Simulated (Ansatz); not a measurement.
# BH₃Se₂: up Jacob's ladder to CCSD(T)

Aim: compute BH₃Se₂ with functionals from several rungs and with coupled cluster. The yardstick is the atomisation energy at the CCSD(T) limit.

Program: Ansatz 0.2.0, Gaussian basis. Level of theory: functionals in def2-TZVPP, the program's frozen cores in correlated methods. These are calculated values, not measurements.

Plan: LDA (SPW92), PBE-D4, revPBE-D4, BLYP-D4, r2SCAN-D4, B97M-V, PBE0-D4, B3LYP-D4, r2SCANh-D4, r2SCAN0-D4, HSE06-D4, BHLYP-D4, CAM-B3LYP-D4, LC-ωPBE, ωB97X-V, ωB97M-V, B2PLYP, PBE-QIDH; CCSD(T)/def2-SVP; CCSD(T)/def2-TZVPP; MP2/def2-QZVPP; extrapolation to the limit; RPA on PBE.

## (1) The relaxed structure

The geometry comes from an earlier relaxation with PBE0-D4 in a triple-zeta def2 set; it is a stationary point.

6 atoms, charge 0, spin multiplicity 1.

Atoms are counted from 1 here; the program's logs count them from 0.

Bond lengths: B1–Se2 2.041 Å, B1–Se3 2.139 Å, B1–H4 1.192 Å, B1–H5 1.192 Å, Se2–Se3 2.327 Å, Se3–H6 1.477 Å. Angles: Se2–B1–Se3 67.6°, Se2–B1–H4 115.9°, Se2–B1–H5 116.4°, Se3–B1–H4 108.2°, Se3–B1–H5 110.1°, H4–B1–H5 123.4°, B1–Se2–Se3 58.2°, B1–Se3–Se2 54.2°, B1–Se3–H6 96.9°, Se2–Se3–H6 98.3°.

Geometry (Å):

```xyz
6
charge 0, multiplicity 1
B    -0.3559    0.2121   -0.6794
Se   -0.2195   -1.7412   -0.1049
Se    0.0029    0.0041    1.4189
H    -1.4598    0.6355   -0.8291
H     0.6031    0.6764   -1.2141
H     1.4713    0.1492    1.3624
```

## (2) LDA

This LDA is Slater exchange with PW92 correlation.

in.yaml

```yaml
crystal:
  periodic: [false, false, false]
  atoms:
    - {symbol: B, position_ang: [-0.355904, 0.212085, -0.679409]}
    - {symbol: Se, position_ang: [-0.219492, -1.741189, -0.104890]}
    - {symbol: Se, position_ang: [0.002868, 0.004075, 1.418866]}
    - {symbol: H, position_ang: [-1.459766, 0.635476, -0.829107]}
    - {symbol: H, position_ang: [0.603051, 0.676394, -1.214070]}
    - {symbol: H, position_ang: [1.471344, 0.149160, 1.362410]}
basis:
  gaussian: {orbitals: def2-TZVPP}
hamiltonian: {xc: lda}
output: {orbitals: {seedname: orbitals}}
```

The run is started by

```
$ ansatz run in.yaml --threads 2 --pin off --events-out ev --progress --plain --max-ram 4352MiB
```

Further steps of the session: PBE-D4 (GGA); revPBE-D4 (GGA); BLYP-D4 (GGA); r2SCAN-D4 (meta-GGA); B97M-V (meta-GGA); PBE0-D4 (hybrid); B3LYP-D4 (hybrid); r2SCANh-D4 (hybrid); r2SCAN0-D4 (hybrid); HSE06-D4 (hybrid); BHLYP-D4 (hybrid); CAM-B3LYP-D4 (range-separated); LC-ωPBE (range-separated); ωB97X-V (range-separated); ωB97M-V (range-separated); B2PLYP (double hybrid); PBE-QIDH (double hybrid); CCSD(T) in def2-SVP; CCSD(T) in def2-TZVPP; MP2 in def2-QZVPP; RPA on PBE orbitals.

**Question.** What will the summary of the whole plan be? Wanted: atomisation energy, CCSD(T)/CBS; farthest beyond LDA; mean size of error, GGA; mean size of error, meta-GGA; mean size of error, hybrid; mean size of error, range-separated; mean size of error, double hybrid; gap, smallest and largest; T1 diagnostic.

**Answer**, as computed:

| quantity | value |
| --- | --- |
| atomisation energy, CCSD(T)/CBS | 17.570 eV |
| functionals within 0.176 eV (1.0 %) | revPBE-D4, BLYP-D4, B97M-V, PBE0-D4, B3LYP-D4, r2SCANh-D4, r2SCAN0-D4, HSE06-D4, ωB97X-V, ωB97M-V, PBE-QIDH |
| farthest beyond LDA | BHLYP-D4 (-0.663 eV) |
| mean size of error, GGA | 0.188 eV |
| mean size of error, meta-GGA | 0.103 eV |
| mean size of error, hybrid | 0.184 eV |
| mean size of error, range-separated | 0.228 eV |
| mean size of error, double hybrid | 0.226 eV |
| gap, smallest and largest | 2.40 eV (LDA (SPW92)), 9.37 eV (LC-ωPBE) |
| T1 diagnostic | 0.0098 |
| triples share of the correlation energy | 4.0 % |

The LDA atomisation energy is off by 2.948 eV (17 %): it overbinds. PBE-D4 misses by +0.438 eV. Double hybrids carry the basis error of their MP2 part in triple zeta, and no dispersion term here, so their miss is partly the set-up's. Taken by rung, meta-GGA functionals do best (0.103 eV on average) and range-separated ones worst beyond LDA (0.228 eV). The gap between the best rungs is small, so their order is not settled. The reference freezes the cores and leaves out relativity and excitations past (T), and its outer-core shells are covered unevenly, so misses under about 0.176 eV can't be ranked. All levels share the lack of spin-orbit coupling, which lowers the free heavy atoms and so the true binding. Hartree-Fock recovers 68 % of the binding; the rest is correlation. CCSD(T) in def2-SVP is off by -1.438 eV, worse than the median functional, from the basis alone. Orbital gaps span 2.4 to 9.4 eV; exact exchange widens them. Correlated methods include outer-core shells of Se, which these sets cover unevenly.
